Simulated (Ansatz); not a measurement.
# C2H2FInS: how energies converge with the basis set

How large a basis does C2H2FInS need? Two functionals are run in growing sets.

Computed with Ansatz 0.2.0, Gaussian basis. Level: one geometry, several basis sets.

Levels to be run: PBE0-D4/def2-SVP; ωB97M-V/def2-SVP; PBE0-D4/def2-QZVPP; ωB97M-V/def2-QZVPP; the functionals' def2-TZVPP values are taken from earlier runs.

## 1. The relaxed structure

An earlier PBE0-D4/def2-TZVP relaxation fixed the geometry. In takes the def2 core potential; no spin-orbit term is included.

7 atoms, charge 0, spin multiplicity 1.

Atoms are counted from 1 here; the program's logs count them from 0.

Bond lengths: F1–C2 1.329 Å, C2–C3 1.343 Å, C2–S5 1.771 Å, C3–In4 2.086 Å, C3–H6 1.081 Å, In4–S5 2.489 Å, In4–H7 1.684 Å. Angles: F1–C2–C3 123.3°, F1–C2–S5 115.4°, C3–C2–S5 121.3°, C2–C3–In4 94.4°, C2–C3–H6 124.3°, In4–C3–H6 141.3°, C3–In4–S5 72.4°, C3–In4–H7 158.1°, S5–In4–H7 129.5°, C2–S5–In4 71.8°.

## 2. PBE0-D4 in def2-SVP

The input, in.yaml:

```yaml
crystal:
  periodic: [false, false, false]
  atoms:
    - {symbol: F, position_ang: [0.165121, -1.365087, 1.945627]}
    - {symbol: C, position_ang: [0.016578, -0.708085, 0.800087]}
    - {symbol: C, position_ang: [0.404993, 0.565648, 0.624906]}
    - {symbol: In, position_ang: [-0.222360, 0.652127, -1.363014]}
    - {symbol: S, position_ang: [-0.739510, -1.628942, -0.510558]}
    - {symbol: H, position_ang: [0.870271, 1.171086, 1.390411]}
    - {symbol: H, position_ang: [-0.495073, 1.313243, -2.887459]}
basis:
  gaussian: {orbitals: def2-SVP}
hamiltonian: {xc: pbe0, dispersion: d4}
output: {orbitals: {seedname: orbitals}}
```

Launch:

```console
$ ansatz run in.yaml --threads 2 --pin off --events-out ev --progress --plain --max-ram 22528MiB --backend cpu
```

The runs that follow: ωB97M-V in def2-SVP; PBE0-D4 in def2-QZVPP; ωB97M-V in def2-QZVPP.

Before running them: what should the planned runs give, taken together? Wanted: PBE0-D4: double and triple zeta above quadruple; ωB97M-V: double and triple zeta above quadruple.

As calculated:

```
                                       quantity           value
PBE0-D4: double and triple zeta above quadruple  10.34, 0.62 eV
ωB97M-V: double and triple zeta above quadruple  10.43, 0.59 eV
```

In words: PBE0-D4 gains 9.72 eV from double to triple zeta, then 0.62 eV more. Total energies overstate the basis error of differences, where much of it tends to cancel.
